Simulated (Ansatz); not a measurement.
# Sc: the cost of one run

Program: Ansatz 0.2.0. Level of theory: DFT PBEsol, scalar-relativistic, plane waves, PAW. These are calculated values, not measurements.

**1. The system as given**

It takes space group R-3m (No. 166, trigonal). The conventional cell has a = 3.467 Å, b = 3.467 Å, c = 25.131 Å, α = 90.00°, β = 90.00°, γ = 120.00°. Sc (site symmetry -3m) is surrounded by 12 Sc at 3.44 to 3.47 Å. Around Sc (site symmetry 3m) lie 12 Sc at 3.44 to 3.47 Å.

Coordinates:

```cif
data_structure
_symmetry_space_group_name_H-M 'R-3m:H'
_symmetry_Int_Tables_number 166
_cell_length_a 3.4666
_cell_length_b 3.4666
_cell_length_c 25.1311
_cell_angle_alpha 90.000
_cell_angle_beta 90.000
_cell_angle_gamma 120.000
_cell_volume 261.55
loop_
_atom_site_label
_atom_site_type_symbol
_atom_site_symmetry_multiplicity
_atom_site_Wyckoff_symbol
_atom_site_fract_x
_atom_site_fract_y
_atom_site_fract_z
_atom_site_occupancy
Sc1 Sc 3 a 0.00000 0.00000 0.00000 1
Sc2 Sc 6 c 0.00000 0.00000 0.22222 1
```

(A quick probe on a coarse mesh, which set the mesh and smearing, is not shown.)

**3. Coarse relaxation**

The input, input.yaml:

```yaml
crystal:
  lattice:
    - [1.7333235179, 1.0007347996, 8.3770438]
    - [-1.7333235179, 1.0007347996, 8.3770438]
    - [0.0, -2.0014695993, 8.3770438]
  atoms:
    - { symbol: Sc, position: [0.0, 0.0, 0.0] }
    - { symbol: Sc, position: [0.22222, 0.22222, 0.22222] }
    - { symbol: Sc, position: [0.77778, 0.77778, 0.77778] }
basis:
  ecutwfc: 420
kpoints:
  mp_grid: { grid: [6, 6, 6] }
hamiltonian:
  xc: pbesol
scf:
  occupations: { method: gaussian, width: 0.1 }
  lower_state_search: "off"
output:
  forces: true
  stress: true
  eigenvalues: true
relax:
  adjacent_minimum: "off"
  f_tol: 0.04
  max_steps: 70
  cell: { stress_tol: 0.4 }
```

What time and memory should one allow on 1 thread of an x86-64 CPU, shared host?

About 10 s, with a peak of 0.51 GiB.
